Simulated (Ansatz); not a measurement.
Working through vertical energies of changing the electron count of Br2ClGa, SMILES [Cl][Ga]([Br])[Br]

Computed with the Ansatz DFT code, driven from Python.

The cells in order, each with its output:

```python
import ansatz
```

```python
def total_energy(molecule, charge=0, unpaired=0):
    calc = (
        molecule.calculation()
        .basis(gaussian="cc-pVDZ")
        .functional("pbe", dispersion="d4")
    )
    if charge:
        calc = calc.charge(charge)
    if unpaired:
        calc = calc.spin("collinear", total=unpaired)
    return calc.run(threads=1, pin="off").report["free_energy_ev"]

geometry_ang = [
    ("Cl", (0.926, 0.52, 1.9063)),
    ("Ga", (-0.313, -0.1856, 0.0597)),
    ("Br", (0.4539, -2.1671, -0.4063)),
    ("Br", (-1.0114, 1.7725, -1.5799)),
]
molecule = ansatz.Crystal.molecule()
for symbol, xyz in geometry_ang:
    molecule = molecule.atom(symbol, xyz)
```

```python
parent = total_energy(molecule, 0, 0)
cation = total_energy(molecule, 1, 1)
print(f"E(N)   = {parent:.5f} eV")
print(f"E(N-1) = {cation:.5f} eV  (1 unpaired)")
print(f"vertical ionisation energy {cation - parent:.3f} eV")
```

    E(N)   = -204960.58727 eV
    E(N-1) = -204950.59581 eV  (1 unpaired)
    vertical ionisation energy 9.991 eV

At this unrelaxed geometry removing an electron costs 9.99 eV.

Notes:
- Total energies depend on the basis set; only differences at equal settings carry meaning.
- The geometry is a force-field or estimated start, not a minimum of this method, and the basis set is short of its limit. All parts are taken at fixed geometry, without zero-point energy. At an unrelaxed start these energies can be a whole eV from those at the minimum, and a small affinity can change sign.
- Hardware and time: 19 s on 1 thread of Intel(R) Xeon(R) 6975P-C (Granite Rapids), with other jobs on the host, peak memory 0.28 GiB.
